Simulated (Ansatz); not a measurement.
# ZnC (triplet): the correlation ladder, def2-SVP

The task here is to estimate one member of a computed series from the others.

The runs use Ansatz 0.2.0, Gaussian basis; def2-SVP, core rule «outside noble gas», up to 10 orbitals frozen.

To be run: UHF; CCSD(T) on ROHF; CCSD(T) on UHF; CISD; CCSDT(Q) on ROHF; CCSDT(Q) on UHF; CASSCF and MRCISD+Q, 16 electrons in 10 orbitals; CASSCF and NEVPT2, 16 electrons in 10 orbitals.

4 further runs of the same task are left out: 4 set aside as unsound or not needed.

**What is computed**

The geometry is a PBE0/def2-TZVP stationary point (not a proven minimum) of the parent state, kept for this charge and spin.

2 atoms, charge 0, spin multiplicity 3.

Atoms are counted from 1 here; the program's logs count them from 0.

Bond lengths: Zn1–C2 1.954 Å.

Coordinates:

```xyz
2
charge 0, multiplicity 3
Zn    0.0000    0.0000    0.0000
C     0.0000    0.0000    1.9536
```

Set-up of the first run:

The input, in.yaml:

```yaml
crystal:
  periodic: [false, false, false]
  atoms:
    - {symbol: Zn, position_ang: [0.000000, 0.000000, 0.000000]}
    - {symbol: C, position_ang: [0.000000, 0.000000, 1.953600]}
basis:
  gaussian: {orbitals: def2-SVP}
magnetization: {spin_polarized: true, initial_magnetization: 2}
hamiltonian: {xc: hf}
output: {orbitals: {seedname: orbitals}}
```

Command:

```
> ansatz run in.yaml --threads 1 --pin off --events-out ev --progress --plain --max-ram 4096MiB --backend cpu
```

Steps of the session up to this table: UHF; CCSD(T) on ROHF; CCSD(T) on UHF; CISD; CCSDT(Q) on ROHF; CCSDT(Q) on UHF; CASSCF and MRCISD+Q, 16 electrons in 10 orbitals; CASSCF and NEVPT2, 16 electrons in 10 orbitals.

One of the session's tables, all rows but one given; the rest of the session is left out.

```
          method  from RCCSDT(Q) (kJ/mol)
            ROHF                  +1061.0
             UHF                   +937.8
            RMP2                    +60.1
            UMP2                    +42.4
            CISD                   +146.2
           RCCSD                    +39.7
           UCCSD                    +36.4
        RCCSD(T)                     +1.0
        UCCSD(T)                     +5.3
          RCCSDT                     -1.8
          UCCSDT                     -1.7
       RCCSDT(Q)                        0
       UCCSDT(Q)                        ?
  CASSCF valence                   +918.5
  NEVPT2 valence                   +118.8
  MRCISD valence                    +86.0
MRCISD+Q valence                    +27.3
```

**Question.** Estimate the row for UCCSDT(Q).

The run gave: from RCCSDT(Q) (kJ/mol): -0.8. In the column «from RCCSDT(Q) (kJ/mol)» it lies between UCCSDT (-1.7) and RCCSDT(Q) (0).

Caveats from the session: The determinant is far from a pure spin state, so its energy mixes those of several spin states (harmless only where they are near-degenerate, as at dissociation). Restricted and unrestricted rows rest on different reference determinants; where their highest levels disagree by more than a few hundredths of an eV, they describe different states and don't form one ladder.
